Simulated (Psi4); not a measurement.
**SnClF (SMILES [F][Sn][Cl]) at UHF/DZVP**

Aim: the electrostatic solvation energy at fixed shape (C-PCM, methanol) of SnClF at UHF/DZVP, from 2 runs. 

The results are computed with Psi4 1.11.

8 further runs of the same task are left out: 3 that didn't finish, 5 set aside as unsound or not needed.

### Step 1. Starting point

SnClF has 3 atoms, charge 0, and is taken as a singlet. SMILES: `[F][Sn][Cl]`. The shape is that of a PBE0-D4/def2-TZVP optimisation.

Bond lengths: F1–Sn2 1.935 Å, Sn2–Cl3 2.360 Å. Angles: F1–Sn2–Cl3 96.9°.

### Step 2. The charge distribution at UHF/DZVP

job.json

```json
{
 "schema_name": "qcschema_input",
 "schema_version": 1,
 "molecule": {
  "schema_name": "qcschema_molecule",
  "schema_version": 2,
  "symbols": ["F", "Sn", "Cl"],
  "geometry": [-2.62596342, 0.4215979, -1.40671213, 0.310482, 1.69716303, 0.36037077, 2.29469443, -2.24121518, 1.02139697],
  "molecular_charge": 0,
  "molecular_multiplicity": 1,
  "fix_symmetry": "c1"
 },
 "driver": "energy",
 "model": {
  "method": "hf",
  "basis": "DZVP"
 },
 "keywords": {
  "reference": "uhf",
  "scf_type": "pk",
  "scf_properties": ["MBIS_CHARGES", "NO_OCCUPATIONS", "DIPOLE", "QUADRUPOLE", "WIBERG_LOWDIN_INDICES"]
 }
}
```

On the command line:

```sh
$ psi4 --qcschema job.json -n 1 --memory 1600MB
```

stdout:

```text
[...]
  Running in c1 symmetry.
[...]
  Nuclear repulsion =  338.758405019631596
[...]
  Multiplicity = 1
[...]
  Nalpha       = 38
  Nbeta        = 38
[...]
    Number of basis functions: 68
[...]
   @UHF iter   1: -6580.95540656490084   -3.65902e+00   8.15317e-03 DIIS/ADIIS
[...]
   @UHF iter   8: -6581.12972123022519   -8.05558e-08   8.20432e-07 DIIS
[...]
   @S^2 Observed:               -9.237055565E-14
[...]
    Orbital Energies [Eh]
    ---------------------
    Alpha Occupied:
       1A   -1041.323757     2A   -157.058137     3A   -146.637928
       4A   -146.637493     5A   -146.637211     6A   -104.828359
       7A    -31.690326     8A    -27.319740     9A    -27.317762
      10A    -27.316444    11A    -26.221536    12A    -19.282642
      13A    -19.282280    14A    -19.281050    15A    -19.279841
      16A    -19.279361    17A    -10.541120    18A     -8.020284
      19A     -8.018137    20A     -8.017808    21A     -5.611200
      22A     -4.072723    23A     -4.069262    24A     -4.065113
      25A     -1.551754    26A     -1.469369    27A     -1.466692
      28A     -1.462066    29A     -1.457413    30A     -1.437783
      31A     -1.074710    32A     -0.677563    33A     -0.616650
      34A     -0.609833    35A     -0.547141    36A     -0.467763
[...]
  @UHF Final Energy: -6581.12972123022519
   => Energetics <=
    Nuclear Repulsion Energy =            338.7584050196315957
    One-Electron Energy =               -9748.7737028327646840
    Two-Electron Energy =                2828.8855765829080156
    Total Energy =                      -6581.1297212302251864
  UHF NO Occupations:
  HONO-2 :   36  A 2.0000000
  HONO-1 :   37  A 2.0000000
[...]
 Multipole Moments:
 ------------------------------------------------------------------------------------
     Multipole            Electronic (a.u.)      Nuclear  (a.u.)        Total (a.u.)
 ------------------------------------------------------------------------------------
 L = 1.  Multiply by 2.5417464519 to convert [e a0] to [Debye]
 Dipole X            :         -0.5587843            1.1433919            0.5846076
 Dipole Y            :          9.0344641           -7.6767309            1.3577332
 Dipole Z            :         -0.0000000           -0.0000000           -0.0000000
 Magnitude           :                                                    1.4782441
 L = 2.  Multiply by 1.3450342976 to convert [e a0^2] to [Debye ang]
 Quadrupole XX       :       -215.9975774          177.2324747          -38.7651027
 Quadrupole XY       :         95.0358895          -94.6407909            0.3950986
[...]
```

The result, in JSON:

```text
{
 "driver": "energy",
 "model": {
  "method": "hf",
  "basis": "DZVP"
 },
 "success": true,
 "return_result": -6581.129721230225,
 "properties": {
  "calcinfo_nbasis": 68,
  "calcinfo_nmo": 68,
  "calcinfo_nalpha": 38,
  "calcinfo_nbeta": 38,
  "calcinfo_natom": 3,
  "nuclear_repulsion_energy": 338.7584050196316,
  "return_energy": -6581.129721230225,
  "scf_one_electron_energy": -9748.773702832765,
  "scf_two_electron_energy": 2828.885576582908,
  "scf_dipole_moment": [0.584607618479275, 1.3577332209127917, -1.279884920517697e-14],
  "scf_total_energy": -6581.129721230225,
  "scf_iterations": 8
 }
}
```

Run time: 6.6 s. Hardware: 1 thread of Intel Xeon 6975P-C (Granite Rapids), shared host; peak memory 0.23 GiB.

Atomic charges (e):

```
atom    MBIS
  F1  -0.557
 Sn2  +1.035
 Cl3  -0.478
```

### Step 3. Energy and one-electron properties at UHF/DZVP (C-PCM methanol)

run.py

```python
import psi4

psi4.set_memory(1600000000)
psi4.set_num_threads(1)
psi4.core.set_output_file('run.log', False)

mol = psi4.geometry("""
0 1
F     -1.389600     0.223100    -0.744400
Sn     0.164300     0.898100     0.190700
Cl     1.214300    -1.186000     0.540500
units angstrom
symmetry c1
""")

psi4.set_options({
    'basis': 'DZVP',
    'reference': 'uhf',
    'scf_type': 'pk',
    'pcm': True,
})
psi4.pcm_helper("""
  Units = Angstrom
  Medium {
    SolverType = CPCM
    Solvent = Methanol
  }
  Cavity {
    Type = GePol
    RadiiSet = UFF
    Scaling = False
    Area = 0.3
    Mode = Implicit
  }
""")

E, wfn = psi4.energy('scf', return_wfn=True)
psi4.oeprop(wfn, 'MBIS_CHARGES', 'NO_OCCUPATIONS', 'DIPOLE', 'QUADRUPOLE', 'WIBERG_LOWDIN_INDICES')
print(f'total energy {E:.8f} hartree = {E * 27.211386:.5f} eV')
```

On the command line:

```sh
$ python run.py
```

run.log:

```text
[...]
  Running in c1 symmetry.
[...]
  Nuclear repulsion =  338.758404434737031
[...]
  Multiplicity = 1
[...]
  Nalpha       = 38
  Nbeta        = 38
[...]
    Number of basis functions: 68
[...]
   @UHF iter   1: -6580.97253738653853   -3.67569e+00   8.19825e-03 DIIS/ADIIS
[...]
   @UHF iter   8: -6581.15621607030153   -1.30084e-07   9.22136e-07 DIIS
[...]
   @S^2 Observed:               -1.136868377E-13
[...]
    Orbital Energies [Eh]
    ---------------------
    Alpha Occupied:
       1A   -1041.296560     2A   -157.030570     3A   -146.610289
       4A   -146.609914     5A   -146.609651     6A   -104.816818
       7A    -31.662420     8A    -27.291435     9A    -27.289789
      10A    -27.288551    11A    -26.219283    12A    -19.254498
      13A    -19.254173    14A    -19.253037    15A    -19.252082
      16A    -19.251578    17A    -10.530578    18A     -8.009798
      19A     -8.007671    20A     -8.007507    21A     -5.582944
      22A     -4.043033    23A     -4.040938    24A     -4.037033
      25A     -1.546344    26A     -1.440178    27A     -1.437078
      28A     -1.432871    29A     -1.429716    30A     -1.415678
      31A     -1.067263    32A     -0.674753    33A     -0.617526
      34A     -0.611590    35A     -0.538145    36A     -0.462140
[...]
  @UHF Final Energy: -6581.15621607030153
   => Energetics <=
    Nuclear Repulsion Energy =            338.7584044347370309
    One-Electron Energy =               -9748.1460418996794033
    Two-Electron Energy =                2828.2626061753444446
    PCM Polarization Energy =              -0.0311847807037237
    Total Energy =                      -6581.1562160703015252
  UHF NO Occupations:
  HONO-2 :   36  A 2.0000000
[...]
 Multipole Moments:
 ------------------------------------------------------------------------------------
     Multipole            Electronic (a.u.)      Nuclear  (a.u.)        Total (a.u.)
 ------------------------------------------------------------------------------------
 L = 1.  Multiply by 2.5417464519 to convert [e a0] to [Debye]
 Dipole X            :         -0.4997424            1.1433919            0.6436495
 Dipole Y            :          9.5541949           -7.6767309            1.8774640
 Dipole Z            :          0.0000000            0.0000000            0.0000000
 Magnitude           :                                                    1.9847306
 L = 2.  Multiply by 1.3450342976 to convert [e a0^2] to [Debye ang]
 Quadrupole XX       :       -217.0895330          177.2324752          -39.8570578
 Quadrupole XY       :         95.7017047          -94.6407910            1.0609137
[...]
```

Standard output:

```text
total energy -6581.15621607 hartree = -179082.38212 eV
```

Run time: 8.7 s. Hardware: 1 thread of Intel Xeon 6975P-C (Granite Rapids), shared host; peak memory 0.24 GiB.

Atomic charges (e):

```
atom    MBIS
  F1  -0.615
 Sn2  +1.182
 Cl3  -0.567
```

### Step 4. Outcome

Level: UHF/DZVP.

| quantity | value |
| --- | --- |
| gas phase: total energy | -6581.12972 Eh |
| gas phase: dipole moment | 3.76 D |
| gas phase: HOMO energy | -10.53 eV |
| gas phase: LUMO energy | -0.54 eV |
| gas phase: HOMO–LUMO gap | 9.98 eV |
| C-PCM, methanol: total energy | -6581.15622 Eh |
| C-PCM, methanol: dipole moment | 5.04 D |
| C-PCM, methanol: HOMO energy | -9.73 eV |
| C-PCM, methanol: LUMO energy | 0.62 eV |
| C-PCM, methanol: HOMO–LUMO gap | 10.34 eV |
| C-PCM, methanol: solvent term in the energy | -81.9 kJ/mol |
| energy change from gas to solvent at fixed shape | -0.721 eV |

**Reading.** The solvent model (C-PCM, methanol) lowers the energy by 0.72 eV (−16.6 kcal/mol) at the same shape. It holds the electrostatic part alone, without cavity or dispersion terms.
